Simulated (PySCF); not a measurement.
# WOF: doublet, from a linear start

The task is one start of a wider search on WOF: the doublet, from a linear start. It is relaxed, tested by its Hessian and followed downhill if it is a saddle.

The runs use PySCF 2.14.0; PBE0, basis W def2-TZVP with ECP60, O def2-TZVP, F def2-TZVP, scalar-relativistic core potentials, no spin–orbit coupling, density fitting.

## 1. The system as given

3 atoms, charge 0, spin multiplicity 2.

Bond lengths: W1–O2 1.770 Å, W1–F3 2.010 Å. Angles: O2–W1–F3 180.0°.

```xyz
3
charge 0 multiplicity 2
W     0.0000    0.0000    0.0000
O     0.0000    0.0000   -1.7700
F     0.0000    0.0000    2.0100
```

## 2. The SCF at the typed geometry

The steps below are one call of a driver around PySCF. For each, scf.py gives the equivalent set-up of the SCF; relaxations use the driver's own optimiser. After this first run the driver tries any further starts and a stability analysis.

scf.py

```python
from pyscf import gto, scf, dft
mol = gto.M(atom='''
W      0.000000     0.000000     0.000000
O      0.000000     0.000000    -1.770000
F      0.000000     0.000000     2.010000''',
    basis={'W': 'def2-TZVP', 'O': 'def2-TZVP', 'F': 'def2-TZVP'},
    ecp={'W': 'def2-TZVP'},
    charge=0, spin=1)
mf = dft.UKS(mol, xc='PBE0')
mf.grids.atom_grid = (50, 194)
aux = {'W': 'def2-universal-JKFIT', 'O': 'def2-universal-JKFIT', 'F': 'def2-universal-JKFIT'}
mf = mf.density_fit(auxbasis=aux)
mf.conv_tol = 1e-08
mf.diis_space = 10
mf.max_cycle = 60
mf.init_guess = 'minao'
mf.verbose = 4
mf.kernel()
```

Launch:

```
OMP_NUM_THREADS=4 python axn.py task.json out
```

Log:

```text
init E= -223.032824649223
[... the frontier-level lines of each cycle are left out ...]
cycle= 1 E= -241.516972498573  delta_E= -18.5  |g|= 1.09  |ddm|= 5.21
cycle= 2 E= -231.909922553942  delta_E= 9.61  |g|= 3.95  |ddm|= 2.77
cycle= 3 E= -241.967066002475  delta_E= -10.1  |g|= 0.312  |ddm|= 2.45
cycle= 4 E= -241.930316594078  delta_E= 0.0367  |g|= 0.487  |ddm|= 0.574
cycle= 5 E= -242.012734302654  delta_E= -0.0824  |g|= 0.104  |ddm|= 0.261
cycle= 6 E= -242.016250548935  delta_E= -0.00352  |g|= 0.0351  |ddm|= 0.0785
cycle= 7 E= -242.016760099431  delta_E= -0.00051  |g|= 0.00715  |ddm|= 0.0167
cycle= 8 E= -242.016808475682  delta_E= -4.84e-05  |g|= 0.00245  |ddm|= 0.0105
cycle= 9 E= -242.016838246048  delta_E= -2.98e-05  |g|= 0.00203  |ddm|= 0.0109
cycle= 10 E= -242.016878009607  delta_E= -3.98e-05  |g|= 0.00262  |ddm|= 0.0124
cycle= 11 E= -242.01682295116  delta_E= 5.51e-05  |g|= 0.00162  |ddm|= 0.026
cycle= 12 E= -242.016823540566  delta_E= -5.89e-07  |g|= 0.000627  |ddm|= 0.00986
cycle= 13 E= -242.016823956603  delta_E= -4.16e-07  |g|= 0.000117  |ddm|= 0.00133
cycle= 14 E= -242.01682399493  delta_E= -3.83e-08  |g|= 3.19e-05  |ddm|= 0.000493
cycle= 15 E= -242.016823996753  delta_E= -1.82e-09  |g|= 1.21e-05  |ddm|= 9.94e-05
Extra cycle  E= -242.016823997735  delta_E= -9.82e-10  |g|= 1.56e-05  |ddm|= 8.04e-05
converged SCF energy = -242.016823997735  <S^2> = 0.76434805  2S+1 = 2.014297
```

This step, with its further starts and checks, took 11 s on 4 threads of AMD EPYC 9R45 (Zen 5), shared host.

The starts that the driver tried:

```csv
start,energy (Eh)
the minimal-basis guess,-242.016824
a thermally smeared density,-242.019866
a smeared PBE density,-242.019866
```

This is not the lowest solution: one lies 79.4 kJ/mol lower, at -242.04707 Eh, and the relaxation starts from that.

## 3. Relaxation: linear start, doublet

The program finds C∞v symmetry in the start, which this walk keeps.

Changes to scf.py since step 2:

```diff
@@ -3,3 +3,3 @@
-W      0.000000     0.000000     0.000000
-O      0.000000     0.000000    -1.770000
-F      0.000000     0.000000     2.010000''',
+W      0.000000     0.000000    -0.045106
+O      0.000000     0.000000    -1.815106
+F      0.000000     0.000000     1.964894''',
@@ -16 +15,0 @@
-mf.init_guess = 'minao'
```

Energy and gradient, step by step:

```csv
step,energy (Eh),change (kJ/mol),largest symmetric gradient (Eh/bohr)
0,-242.047065,0.00,0.07356
1,-242.055385,-21.84,0.03834
2,-242.056445,-24.63,0.00577
3,-242.056474,-24.70,0.00058
4,-242.056474,-24.70,0.00005
```

The walk took 6.5 s.

Geometry (Å) and forces (eV/Å) at some steps:

```
step 0
W    0.000   0.000  -0.045   0.000   0.000  -1.519
O    0.000   0.000  -1.815   0.000   0.000   3.782
F    0.000   0.000   1.965   0.000   0.000  -2.263
step 1
W    0.000   0.000  -0.047   0.000   0.000   1.907
O    0.000   0.000  -1.718   0.000   0.000  -1.972
F    0.000   0.000   1.870   0.000   0.000   0.065
step 2
W    0.000   0.000  -0.034   0.000   0.000  -0.239
O    0.000   0.000  -1.741   0.000   0.000   0.297
F    0.000   0.000   1.880   0.000   0.000  -0.057
step 3
W    0.000   0.000  -0.035   0.000   0.000  -0.030
O    0.000   0.000  -1.738   0.000   0.000   0.022
F    0.000   0.000   1.877   0.000   0.000   0.008
step 4
W    0.000   0.000  -0.035   0.000   0.000   0.003
O    0.000   0.000  -1.738   0.000   0.000  -0.001
F    0.000   0.000   1.877   0.000   0.000  -0.002
```

End point (C∞v, 4 steps, 24.7 kJ/mol gained): W–F 1.912 Å, W–O 1.703 Å; F–W–O 180.0°.

## 4. Is it a minimum? Harmonic modes

The point is checked on the finer grid, and tightened if its gradient asks for it. The Hessian and the dipole derivatives come from central differences of analytic gradients, with steps of 0.02 bohr.

Changes to scf.py since step 3:

```diff
@@ -3,3 +3,3 @@
-W      0.000000     0.000000    -0.045106
-O      0.000000     0.000000    -1.815106
-F      0.000000     0.000000     1.964894''',
+W      0.000000     0.000000    -0.041551
+O      0.000000     0.000000    -1.744184
+F     -0.000000     0.000000     1.870757''',
@@ -10 +10 @@
-mf.grids.atom_grid = (50, 194)
+mf.grids.atom_grid = (75, 302)
@@ -13 +13 @@
-mf.conv_tol = 1e-08
+mf.conv_tol = 1e-10
```

This SCF starts from the last density.

Log of the central SCF (cycles and frontier levels):

```text
init E= -242.056503056311
[... the frontier-level lines of each cycle are left out ...]
cycle= 1 E= -242.056503056563  delta_E= -2.53e-10  |g|= 5.03e-06  |ddm|= 2.77e-05
cycle= 2 E= -242.056503056814  delta_E= -2.51e-10  |g|= 5.27e-06  |ddm|= 2.77e-05
cycle= 3 E= -242.056503056875  delta_E= -6.08e-11  |g|= 5.01e-06  |ddm|= 6.62e-06
Extra cycle  E= -242.056503057127  delta_E= -2.53e-10  |g|= 5.01e-06  |ddm|= 2.77e-05
converged SCF energy = -242.056503057127  <S^2> = 1.725427  2S+1 = 2.8109977
```

The whole step took 2.1 min.

Geometry: C∞v; W–F 1.912 Å, W–O 1.703 Å; F–W–O 180.0°.

Modes, for the most abundant isotopes:

```json
{"ω (cm⁻¹)": "134i", "IR (km/mol)": "11.1", "type": "bend"}
{"ω (cm⁻¹)": "128i", "IR (km/mol)": "10.6", "type": "bend"}
{"ω (cm⁻¹)": "635", "IR (km/mol)": "152", "type": "stretch"}
{"ω (cm⁻¹)": "1044", "IR (km/mol)": "147", "type": "stretch"}
```

With 2 modes imaginary (up to 134i cm⁻¹) this point is a saddle.

Here the density breaks the symmetry of the frame, and no labels are given; pairs that should be degenerate can split.

Constants and moments:

```
Dipole moment                                                   : 0.67 D
Highest occupied level                                          : -7.22 eV
Lowest empty level                                              : -3.68 eV
Rotational constants                                            : 0.146 cm⁻¹
Zero-point energy (real modes)                                  : 10.0 kJ/mol
Principal polarisabilities                                      : 40.8, 41.6, 45.7 bohr³
Atomisation energy without zero-point energy                    : 1186 kJ/mol
Principal traceless quadrupole moments about the centre of mass : -12.54, 5.98, 6.56 D Å
Spin squared ⟨S²⟩                                               : 1.725
```

Populations by atom (charges in e):

```
atom  Mulliken  Löwdin  polar tensor  spin (Mulliken)  Mayer order to W1
  W1      0.95    0.63          1.37             1.10                  –
  O2     -0.48   -0.31         -0.72            -0.09               2.26
  F3     -0.46   -0.32         -0.65            -0.01               0.87
```

Mulliken populations on W1 (outside its core potential): s 2.88, p 6.24, d 3.81, f 0.12.

## 5. Following the imaginary mode

The atoms are moved a little along the softest imaginary mode and relaxed again.

The program finds Cs symmetry in the start, which this walk keeps. Threshold on the gradient: 0.0003 Eh/bohr, with a further test on the energy change.

Changes to scf.py since step 4:

```diff
@@ -3,3 +3,3 @@
-W      0.000000     0.000000    -0.041551
-O      0.000000     0.000000    -1.744184
-F     -0.000000     0.000000     1.870757''',
+W     -0.040919     0.003773    -0.041551
+O      0.248944    -0.022957    -1.744184
+F      0.186608    -0.017208     1.870757''',
@@ -10 +10 @@
-mf.grids.atom_grid = (75, 302)
+mf.grids.atom_grid = (50, 194)
@@ -13 +13 @@
-mf.conv_tol = 1e-10
+mf.conv_tol = 1e-08
```

The optimiser's trace:

```csv
step,energy (Eh),change (kJ/mol),largest symmetric gradient (Eh/bohr)
0,-242.057474,0.00,0.03243
1,-242.058994,-3.99,0.01407
2,-242.060088,-6.86,0.00940
3,-242.061775,-11.29,0.02033
4,-242.062234,-12.50,0.03304
5,-242.062949,-14.38,0.02341
6,-242.063960,-17.03,0.00464
7,-242.064053,-17.27,0.00215
8,-242.064058,-17.29,0.00063
9,-242.064058,-17.29,0.00003
```

The walk took 16 s.

End point (Cs, 9 steps, 17.3 kJ/mol gained): W–F 1.870 Å, W–O 1.683 Å; F–W–O 134.3°.

## 6. Is it a minimum? Harmonic modes

As before: finer grid, then central differences.

Changes to scf.py since step 5:

```diff
@@ -3,3 +3,3 @@
-W     -0.040919     0.003773    -0.041551
-O      0.248944    -0.022957    -1.744184
-F      0.186608    -0.017208     1.870757''',
+W     -0.108540     0.010009    -0.041154
+O      0.608862    -0.056147    -1.561720
+F      0.537847    -0.049599     1.712791''',
@@ -10 +10 @@
-mf.grids.atom_grid = (50, 194)
+mf.grids.atom_grid = (75, 302)
@@ -13 +13 @@
-mf.conv_tol = 1e-08
+mf.conv_tol = 1e-10
```

SCF at the final geometry:

```text
init E= -242.063952536207
[... the frontier-level lines of each cycle are left out ...]
cycle= 1 E= -242.063952536147  delta_E= 6e-11  |g|= 1.39e-05  |ddm|= 9e-06
cycle= 2 E= -242.063952535547  delta_E= 6e-10  |g|= 4.24e-05  |ddm|= 2.59e-05
cycle= 3 E= -242.063952536218  delta_E= -6.71e-10  |g|= 2.35e-06  |ddm|= 2.02e-05
cycle= 4 E= -242.063952536219  delta_E= -1.82e-12  |g|= 3.04e-07  |ddm|= 1.45e-06
Extra cycle  E= -242.063952536219  delta_E= 7.39e-13  |g|= 3.84e-07  |ddm|= 9.12e-07
converged SCF energy = -242.063952536219  <S^2> = 1.6075538  2S+1 = 2.7258421
```

The whole step took 31 s on 4 threads of AMD EPYC 9R45 (Zen 5), shared host.

Geometry: Cs; W–F 1.870 Å, W–O 1.683 Å; F–W–O 134.3°.

Harmonic modes (main isotopes):

```csv
symmetry,ω (cm⁻¹),IR (km/mol),μ (u)
a',140,2.3,19.21
a',666,109,20.84
a',1064,140,17.21
```

All wavenumbers are real: a minimum.

Constants and moments:

```
Dipole moment                                                   : 1.65 D
Highest occupied level                                          : -6.89 eV
Lowest empty level                                              : -3.50 eV
Rotational constants                                            : 1.241, 0.1771, 0.155 cm⁻¹
Zero-point energy                                               : 11.2 kJ/mol
Principal polarisabilities                                      : 42.3, 45.8, 48.0 bohr³
Atomisation energy without zero-point energy                    : 1206 kJ/mol
Principal traceless quadrupole moments about the centre of mass : -7.10, 2.87, 4.23 D Å
Entropy at 298.15 K and 1 bar (electronic part: spin only)      : 293.1 J/(mol K)
Heat capacity Cp at 298.15 K                                    : 46.3 J/(mol K)
Enthalpy at 298.15 K above 0 K                                  : 12.06 kJ/mol
Rotational symmetry number                                      : 1
Spin squared ⟨S²⟩                                               : 1.608
```

Populations by atom (charges in e):

```tsv
atom	Mulliken	Löwdin	polar tensor	spin (Mulliken)	Mayer order to W1
W1	0.85	0.55	1.18	1.01	–
O2	-0.45	-0.28	-0.65	-0.02	2.27
F3	-0.41	-0.27	-0.53	0.01	0.95
```

Mulliken populations on W1 (outside its core potential): s 3.03, p 6.27, d 3.75, f 0.10.

## 7. All stationary points

| spin | group | bonds | imaginary modes (cm⁻¹) | ΔE (kJ/mol) | with zero-point energy |
| --- | --- | --- | --- | --- | --- |
| broken-symmetry (Ms = 1/2) | Cs | W–F 1.870 Å, W–O 1.683 Å | none | 0.0 | 0.0 |
| broken-symmetry (Ms = 1/2) | C∞v (density of lower symmetry) | W–F 1.912 Å, W–O 1.703 Å | 134i, 128i | 19.6 | – |

## 8. Results

| quantity | value |
| --- | --- |
| minimum | broken-symmetry (Ms = 1/2), Cs |
| geometry | W–F 1.870 Å, W–O 1.683 Å; F–W–O 134.3° |
| wavenumbers (cm⁻¹) | 140 (a'), 666 (a'), 1064 (a') |
| dipole moment | 1.65 D |
| highest occupied, lowest empty level (either spin) | -6.89, -3.50 eV |
| polar-tensor charge of W1 | +1.18 e |
| zero-point energy | 11.2 kJ/mol |
| entropy at 298.15 K | 293.1 J/(mol K) |
| atomisation energy (no zero-point energy) | 1206 kJ/mol |
| ⟨S²⟩ | 1.608 |

In words: The linear start (C∞v) ends in a minimum of Cs symmetry, after a stop at a second-order saddle point 19.6 kJ/mol higher, from which it was pushed off along an imaginary mode. The determinant is spin-contaminated (⟨S²⟩ = 1.61 against 0.75), so it is no pure spin state. The strongest infrared band lies at 1064 cm⁻¹ (a', stretch). The first SCF alone would have been 79 kJ/mol too high. Only this shape and spin were tried, so other structures or states may lie lower. One determinant may miss the lowest occupation of an open d or f shell. Spin–orbit coupling, left out here, can matter for elements this heavy.

The search up to here took 3.2 min.
